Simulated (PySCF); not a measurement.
# C6H4O2: the cost of one run

Programs: PySCF 2.14.0, with routines of our own; each step states its level. All values are computed. Atoms count from 0.

### Step 1. The system as given

12 atoms, charge 0, multiplicity 1; geometry from: GFN2-xTB.

### Step 2. Optimising the geometry at HF/def2-SVP

Job settings and geometry (Å):

```
{"job": {"xc": "HF", "basis": "def2-SVP", "grid": 1, "kind": "geom"}, "charge": 0, "multiplicity": 1}
O     -0.772482    -2.553600     0.048837
C     -0.421193    -1.391464     0.026319
C      1.002593    -1.000571     0.010245
C      1.389263     0.276505    -0.016335
C      0.421251     1.391384    -0.031762
O      0.772821     2.553385    -0.056297
C     -1.002444     1.000475    -0.014533
C     -1.389283    -0.276506     0.012822
H      1.714062    -1.814853     0.021180
H      2.432890     0.559430    -0.027872
H     -1.713514     1.814969    -0.025108
H     -2.432765    -0.559840     0.026476
```

Run with:

```bash
$ OMP_NUM_THREADS=1 python excited_run.py task.json out
```

The driver reads the jobs from task.json and runs them one after another.

**Question.** How long does this first job take on 1 thread of Arm Neoverse N1, shared host, and how much memory does it need?

About 47 s, with a peak of 0.55 GiB.
